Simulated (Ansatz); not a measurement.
# Bi2Te2Se: the cost of one run

Program: Ansatz 0.2.0. Level of theory: DFT PBEsol, scalar-relativistic, plane waves, PAW. These are calculated values, not measurements.

## 1. Starting point

The structure is trigonal, space group R-3m (No. 166). Conventional cell: a = 4.322 Å, b = 4.322 Å, c = 31.757 Å, α = 90.00°, β = 90.00°, γ = 120.00°. Bi (site symmetry 3m) has 3 Te at 3.05 Å and 3 Se at 3.11 Å as nearest neighbours. Te (site symmetry 3m) has 3 Bi at 3.05 Å as nearest neighbours. Se (site symmetry -3m) has 6 Bi at 3.11 Å as nearest neighbours.

As a file:

```xyz
5
Lattice="2.1610 1.2476 10.5856 -2.1610 1.2476 10.5856 0.0000 -2.4953 10.5856" Properties=species:S:1:pos:R:3 pbc="T T T"
Bi    0.0000    0.0000   19.3169
Bi    0.0000    0.0000   12.4398
Te    0.0000    0.0000    6.9736
Te    0.0000    0.0000   24.7831
Se    0.0000    0.0000    0.0000
```

The structure comes from the Materials Project (structure only).

(A quick probe on a coarse mesh, which set the mesh and smearing, is not shown.)

## 3. Relaxing cell and atoms

Contents of input.yaml:

```yaml
crystal:
  lattice:
    - [2.1609687617, 1.2476358963, 10.5855712543]
    - [-2.1609687617, 1.2476358963, 10.5855712543]
    - [0.0, -2.4952717926, 10.5855712543]
  atoms:
    - { symbol: Bi, position: [0.60827876, 0.60827876, 0.60827876] }
    - { symbol: Bi, position: [0.39172124, 0.39172124, 0.39172124] }
    - { symbol: Te, position: [0.21959513, 0.21959513, 0.21959513] }
    - { symbol: Te, position: [0.78040487, 0.78040487, 0.78040487] }
    - { symbol: Se, position: [0.0, 0.0, 0.0] }
basis:
  ecutwfc: 420
kpoints:
  mp_grid: { grid: [9, 9, 9] }
hamiltonian:
  xc: pbesol
scf:
  occupations: { method: gaussian, width: 0.02 }
output:
  forces: true
  stress: true
  eigenvalues: true
relax:
  adjacent_minimum: "off"
  f_tol: 0.005
  max_steps: 80
  cell: { stress_tol: 0.05 }
```

On the command line:

```console
> ansatz run input.yaml --threads 1 --pin off --max-ram 2560MiB --backend cpu --events-out ev --progress --plain --runs-dir out
```

What time and memory should one allow on 1 thread of Intel Xeon at 2.70GHz, shared host?

About 4.5 min, with a peak of 0.8 GiB.
